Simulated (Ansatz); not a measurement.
Here is an Ansatz 0.2.0 calculation.

Contents of input.yaml:

```yaml
crystal:
  lattice:
    - [0.0, 2.7642955, 2.7642955]
    - [2.7642955, 0.0, 2.7642955]
    - [2.7642955, 2.7642955, 0.0]
  atoms:
    - { symbol: Ru, position: [0.0, 0.0, 0.0] }
    - { symbol: S, position: [0.25, 0.25, 0.25] }
hamiltonian:
  xc: pbesol
  pseudopotentials: { kind: paw }
  hubbard: { sites: [{ species: Ru, l: d, u_eff: 2.0 }] }
magnetization:
  spin_polarized: true
kpoints:
  mp_grid: { grid: [6, 6, 6] }
scf:
  occupations: { method: gaussian, width: 0.05 }
output:
  forces: true
  stress: true
  eigenvalues: true
  write_density: true
  write_potential: true
  elf: true
  volumetric_format: npy
```

Potentials or basis: Ansatz PAW.

Launch:

```sh
$ ansatz run input.yaml --threads 2 --pin off --max-ram 5632MiB --backend cpu --events-out ev --progress --plain --runs-dir out
```

Problem. What does it give for the absolute moment?

Solution. 0.67 μB per cell.

Problem. Predict the site moments.

Solution. Ru +0.52; S -0.03 μB.

Problem. Estimate the band gap on the k mesh.

Solution. None (metal or under the smearing width).

Eigenvalues of the final occupation matrices:
```csv
site,spin,trace,eigenvalues
site 1,1,3.95,0.72 0.72 0.72 0.89 0.89
site 1,2,3.36,0.51 0.51 0.51 0.91 0.91
```

Caveat: the magnetic or orbital state may not be the lowest. The state reached can hang on the start; a lower one may exist.
